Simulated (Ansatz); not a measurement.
# CH₄B₂ClFO: a ladder of functionals and wavefunction methods

One table from this session's results is given with a row withheld; the runs are named, their logs left out.

Program: Ansatz 0.2.0, Gaussian basis. Level of theory: functionals in def2-TZVPP, the program's frozen cores in correlated methods. These are calculated values, not measurements.

Plan: LDA (SPW92), PBE-D4, revPBE-D4, BLYP-D4, r2SCAN-D4, B97M-V, PBE0-D4, B3LYP-D4, r2SCANh-D4, r2SCAN0-D4, HSE06-D4, BHLYP-D4, CAM-B3LYP-D4, LC-ωPBE, ωB97X-V, ωB97M-V, B2PLYP, PBE-QIDH; CCSD(T)/def2-SVP; CCSD(T)/def2-TZVPP; MP2/def2-QZVPP; extrapolation to the limit; RPA on PBE.

**The geometry**

An earlier PBE0-D4 in a triple-zeta def2 set relaxation fixed the geometry.

SMILES `COBB(F)Cl`, 10 atoms, charge 0, spin multiplicity 1.

Atoms are counted from 1 here; the program's logs count them from 0.

Bond lengths: C1–O2 1.416 Å, C1–H7 1.091 Å, C1–H8 1.093 Å, C1–H9 1.091 Å, O2–B3 1.341 Å, B3–B4 1.702 Å, B3–H10 1.208 Å, B4–F5 1.319 Å, B4–Cl6 1.764 Å. Angles: O2–C1–H7 108.7°, O2–C1–H8 111.0°, O2–C1–H9 108.7°, H7–C1–H8 109.7°, H7–C1–H9 108.8°, H8–C1–H9 109.8°, C1–O2–B3 122.5°, O2–B3–B4 118.7°, O2–B3–H10 119.3°, B4–B3–H10 122.0°, B3–B4–F5 124.0°, B3–B4–Cl6 119.7°, F5–B4–Cl6 116.3°.

The first run:

Input file in.yaml:

```yaml
crystal:
  periodic: [false, false, false]
  atoms:
    - {symbol: C, position_ang: [-0.104651, -1.617526, 0.849457]}
    - {symbol: O, position_ang: [-0.409980, -0.283284, 0.487313]}
    - {symbol: B, position_ang: [0.224669, 0.356547, -0.505387]}
    - {symbol: B, position_ang: [-0.188146, 1.975602, -0.830764]}
    - {symbol: F, position_ang: [-1.135801, 2.339954, -1.673317]}
    - {symbol: Cl, position_ang: [0.714416, 3.278643, -0.057397]}
    - {symbol: H, position_ang: [0.216462, -1.632664, 1.892367]}
    - {symbol: H, position_ang: [0.685888, -2.025646, 0.214005]}
    - {symbol: H, position_ang: [-1.007294, -2.222704, 0.749804]}
    - {symbol: H, position_ang: [1.087437, -0.220224, -1.123281]}
basis:
  gaussian: {orbitals: def2-TZVPP}
hamiltonian: {xc: lda}
output: {orbitals: {seedname: orbitals}}
```

Among the steps run: LDA; PBE-D4 (GGA); revPBE-D4 (GGA); BLYP-D4 (GGA); r2SCAN-D4 (meta-GGA); B97M-V (meta-GGA); PBE0-D4 (hybrid); B3LYP-D4 (hybrid); r2SCANh-D4 (hybrid); r2SCAN0-D4 (hybrid); HSE06-D4 (hybrid); BHLYP-D4 (hybrid); CAM-B3LYP-D4 (range-separated); LC-ωPBE (range-separated); ωB97X-V (range-separated); ωB97M-V (range-separated); B2PLYP (double hybrid); PBE-QIDH (double hybrid).

One of the session's tables, all rows but one given; the rest of the session is left out.

It belongs to the step «Frontier levels by functional». 

```
  functional  HOMO (eV)  gap (eV)
 LDA (SPW92)      -6.84      4.67
      PBE-D4      -6.73      4.86
   revPBE-D4      -6.68      4.93
     BLYP-D4          ?         ?
   r2SCAN-D4      -7.03      5.47
      B97M-V      -7.13      5.54
     PBE0-D4      -8.15      7.26
    B3LYP-D4      -7.94      6.85
  r2SCANh-D4      -7.56      6.34
  r2SCAN0-D4      -8.34      7.64
    HSE06-D4      -7.74      6.47
    BHLYP-D4      -9.51      9.69
CAM-B3LYP-D4      -9.58      9.84
     LC-ωPBE     -10.90     12.38
     ωB97X-V     -10.56     11.93
     ωB97M-V     -10.38     11.51
```

**Question.** Estimate the row for BLYP-D4.

Worked estimate for «HOMO (eV)». Against the share of exact exchange, B3LYP-D4 (0.2, -7.94), BHLYP-D4 (0.5, -9.51) give a slope of -5.23 per unit share; at 0 the line stands at -6.89.

The run gave: HOMO (eV): -6.64; gap (eV): 4.94. In «HOMO (eV)» the line misses by -0.25.
